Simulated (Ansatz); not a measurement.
# CH₅BFNS: a ladder of functionals and wavefunction methods

An exercise on one series of results from a longer session: the logs are not shown, and one member is left open.

Program: Ansatz 0.2.0, Gaussian basis. Level of theory: functionals in def2-TZVPP, the program's frozen cores in correlated methods. These are calculated values, not measurements.

Levels to be run: PBE-D4, r2SCAN-D4, PBE0-D4, B3LYP-D4, ωB97X-V, ωB97M-V, B2PLYP; CCSD(T)/def2-TZVPP; MP2/def2-QZVPP; extrapolation to the limit.

## Structure used throughout

All runs share one geometry, relaxed beforehand with PBE0-D4 in a triple-zeta def2 set.

SMILES `CSB(N)F`, 10 atoms, charge 0, spin multiplicity 1.

Atoms are counted from 1 here; the program's logs count them from 0.

Bond lengths: C1–S2 1.810 Å, C1–H6 1.088 Å, C1–H7 1.089 Å, C1–H8 1.088 Å, S2–B3 1.816 Å, B3–N4 1.396 Å, B3–F5 1.341 Å, N4–H9 1.005 Å, N4–H10 1.003 Å. Angles: S2–C1–H6 110.9°, S2–C1–H7 106.7°, S2–C1–H8 110.9°, H6–C1–H7 109.2°, H6–C1–H8 109.8°, H7–C1–H8 109.2°, C1–S2–B3 101.2°, S2–B3–N4 121.5°, S2–B3–F5 119.7°, N4–B3–F5 118.8°, B3–N4–H9 121.7°, B3–N4–H10 123.5°, H9–N4–H10 114.8°.

The first run:

in.yaml reads:

```yaml
crystal:
  periodic: [false, false, false]
  atoms:
    - {symbol: C, position_ang: [-0.936395, 0.268791, 1.660903]}
    - {symbol: S, position_ang: [0.703008, 0.342911, 0.898027]}
    - {symbol: B, position_ang: [0.321451, -0.162460, -0.804273]}
    - {symbol: N, position_ang: [1.316700, -0.249135, -1.779754]}
    - {symbol: F, position_ang: [-0.942018, -0.460858, -1.140796]}
    - {symbol: H, position_ang: [-1.338589, -0.741726, 1.620782]}
    - {symbol: H, position_ang: [-0.809993, 0.563869, 2.701719]}
    - {symbol: H, position_ang: [-1.623412, 0.957969, 1.173524]}
    - {symbol: H, position_ang: [1.109597, -0.528452, -2.722607]}
    - {symbol: H, position_ang: [2.282650, -0.041908, -1.604726]}
basis:
  gaussian: {orbitals: def2-TZVPP}
hamiltonian: {xc: pbe, dispersion: d4}
output: {forces: true, orbitals: {seedname: orbitals}}
```

The run is started by

```
$ ansatz run in.yaml --threads 4 --pin off --events-out ev --progress --plain --max-ram 10444MiB
```

Steps of the session up to this table: PBE-D4 (GGA); r2SCAN-D4 (meta-GGA); PBE0-D4 (hybrid); B3LYP-D4 (hybrid); ωB97X-V (range-separated); ωB97M-V (range-separated); B2PLYP (double hybrid); CCSD(T) in def2-TZVPP; MP2 in def2-QZVPP.

One of the session's tables, all rows but one given; the rest of the session is left out.

| method | atomisation energy (eV) |
| --- | --- |
| PBE-D4 | 41.581 |
| r2SCAN-D4 | 40.741 |
| PBE0-D4 | 40.762 |
| B3LYP-D4 | 40.638 |
| ωB97X-V | ? |
| ωB97M-V | 40.824 |
| B2PLYP | 40.205 |
| HF/def2-TZVPP | 29.646 |
| MP2/def2-TZVPP | 40.238 |
| CCSD/def2-TZVPP | 38.744 |
| CCSD(T)/def2-TZVPP | 39.363 |
| MP2/CBS | 41.337 |
| CCSD(T)/CBS | 40.462 |

Estimate the missing values for ωB97X-V.

The run gave: atomisation energy (eV): 40.701. In the column «atomisation energy (eV)» it lies between B3LYP-D4 (40.638) and r2SCAN-D4 (40.741).

Limits of these values: Free atoms (1 C, 1 S, 1 B, 1 N, 1 F, 5 H) were run apart at each level; the atomisation energy is their sum less the molecule, without zero-point or spin-orbit terms.
